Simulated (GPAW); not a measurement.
Crystal: MgH2.

```
CELL_PARAMETERS angstrom
4.47669 0.00000 0.00000
0.00000 4.47669 0.00000
0.00000 0.00000 2.99254
ATOMIC_POSITIONS crystal
Mg 0.50000 0.50000 0.50000
Mg 0.00000 0.00000 0.00000
H 0.69557 0.69557 0.00000
H 0.80443 0.19557 0.50000
H 0.30443 0.30443 0.00000
H 0.19557 0.80443 0.50000
```

The cell is a database's computed one.

Program: GPAW 26.7.0. Alike in all runs: no spin polarisation; cell as given; k mesh 5 × 5 × 7; cutoff (eV) 800; smearing fermi-dirac 0.05 eV.

Q: Order these runs on this cell by their band gap on the k mesh, lowest first.
A. level GLLB-SC; potentials or basis the program's PAW data sets (release 1.2.1) made for this functional, pw
B. level TB-mBJ; potentials or basis GPAW PAW data sets for LDA (gpaw-data 1.2.1), pw
C. level LDA; potentials or basis the program's PAW data sets (release 1.2.1) made for this functional, pw; band path GXMGZRAZ,XR,MA; band points 100

A: C (3.64 eV), A (5.11 eV), B (5.86 eV).

Caveats: a model potential gives levels but no total energy (some runs); an odd mesh through Γ misses points on the zone boundary, where band edges often lie (some runs); the mesh misses the band edges, which the band path finds closer together (some runs).
